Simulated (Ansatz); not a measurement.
I need a single point of Li3Pb, space group I4/mmm. Use Ansatz 0.2.0 through its Python package. Settings: PBEsol, PAW, the default cutoff (420 eV here), 7×7×7 k-points, Gaussian smearing of 0.3 eV.

```
Li Pb
1.0
    -2.33574    2.33574    3.34429
     2.33574   -2.33574    3.34429
     2.33574    2.33574   -3.34429
Li Pb
3 1
Direct
  0.75000 0.25000 0.50000
  0.25000 0.75000 0.50000
  0.50000 0.50000 0.00000
  0.00000 0.00000 0.00000
```

Script `li3pb_scf.py`:
```python
from pathlib import Path

import ansatz as az
from ase import Atoms
from pymatgen.core import Structure

atoms = Atoms(
    ["Li", "Li", "Li", "Pb"],
    scaled_positions=[
        [0.75, 0.25, 0.5],
        [0.25, 0.75, 0.5],
        [0.5, 0.5, 0.0],
        [0.0, 0.0, 0.0],
    ],
    cell=[
        [-2.335743, 2.335743, 3.344292],
        [2.335743, -2.335743, 3.344292],
        [2.335743, 2.335743, -3.344292],
    ],
    pbc=True,
)
li3pb = az.Crystal.from_ase(atoms)

job = li3pb.calculation()
job = job.occupations("Gaussian", width=0.3)
job = job.scf(tolerance=1e-05).functional("PBEsol")
job = job.kpoints(7, center="monkhorst-pack")
job = job.band_table().density()
job = job.potential().output_files(volumetric_format=["xsf", "npy"])
planned = job.session().plan(threads=1)
facts = planned.describe()
print("plan:", facts["n_bands"], "bands,", len(facts["kpoints_frac"]), "k-points, plane waves", facts["n_pw_range"], "grid", facts["fft_dense"])
done = planned.execute()
data = done.report

for key in ("converged", "n_iterations", "n_electrons", "n_kpoints", "n_pw", "n_symmetry_ops", "free_energy_ev", "fermi_energy_ev"):
    print(f"{key:18s} {data[key]}")

edges = data.get("band_edges_ev")
if edges:
    print(f"band edges on the mesh: {edges[0]:.3f} and {edges[1]:.3f} eV, gap {edges[1] - edges[0]:.3f} eV")
else:
    print("no band edges reported (a metal, or a gap too narrow for this smearing); Fermi level", round(data["fermi_energy_ev"], 3), "eV")

folder = Path(done.write_results("volumes"))
print(sorted(path.name for path in folder.iterdir()))
head = (folder / "rho.xsf").read_text().split("BEGIN_BLOCK")[0]
print(head)

final = Structure(done.lattice.cell_ang, [s.symbol for s in done.lattice.sites], [s.position_frac for s in done.lattice.sites])
for index, (site, neighbours) in enumerate(zip(final, final.get_all_neighbors(5.5))):
    first = min(n.nn_distance for n in neighbours)
    shell = [n for n in neighbours if n.nn_distance < 1.2 * first]
    mean = sum(n.nn_distance for n in shell) / len(shell)
    print(f"atom {index} {site.specie.symbol}: {len(shell)} neighbours within 1.2 of the shortest distance, mean {mean:.3f} A")
```

```console
$ python li3pb_scf.py
DeckWarning: basis.ecutwfc = 420 eV, auto-derived from the records' recommended cutoffs: set by Li (normal level)
plan: 16 bands, 40 k-points, plane waves [1407, 1435] grid [32, 32, 32]
converged          True
n_iterations       6
n_electrons        23.0
n_kpoints          40
n_pw               1435
n_symmetry_ops     16
free_energy_ev     -12365.338321250356
fermi_energy_ev    5.474661455084331
no band edges reported (a metal, or a gap too narrow for this smearing); Fermi level 5.475 eV
['fields.json', 'rho.npy', 'rho.xsf', 'rho_z.tsv', 'v_es.npy', 'v_es.xsf', 'v_tot.npy', 'v_tot.xsf', 'v_z.tsv']
CRYSTAL
PRIMVEC
   -2.335743    2.335743    3.344292
    2.335743   -2.335743    3.344292
    2.335743    2.335743   -3.344292
PRIMCOORD
    4    1
    3    0.000000    2.335743    1.672146
    3    2.335743    0.000000    1.672146
    3    0.000000    0.000000    3.344292
   82    0.000000    0.000000    0.000000

atom 0 Li: 14 neighbours within 1.2 of the shortest distance, mean 3.063 A
atom 1 Li: 14 neighbours within 1.2 of the shortest distance, mean 3.063 A
atom 2 Li: 14 neighbours within 1.2 of the shortest distance, mean 3.063 A
atom 3 Pb: 14 neighbours within 1.2 of the shortest distance, mean 3.063 A
```
(Warnings from the package without file and line.)

Notes:
- The settings weren't tested for convergence.
- The mesh is modest for a metal, so energies can be off by several to tens of meV an atom and pressures by half a GPa or more; differences at equal mesh fare better.
- An absolute Fermi energy rests on an arbitrary zero of the periodic potential and has no direct meaning.
- Within a few hundredths of an angstrom the cell has the higher group Fm-3m; the lower one is a small distortion.
- The free energy holds a sizeable smearing term, which stands for no physical temperature.
- Grid values close to the nuclei reflect the PAW or pseudopotential construction, not the all-electron fields.
- This cell is a computed structure, which may not be the phase found in nature.
- Gaps and levels are Kohn-Sham values on a finite set of k-points, without spin-orbit coupling.
- The whole script took 3.6 s on 1 thread of Arm Neoverse V2, with other jobs on the host, peak memory 0.41 GiB.

(Lines on the test bed's own set-up are left out of the output.)
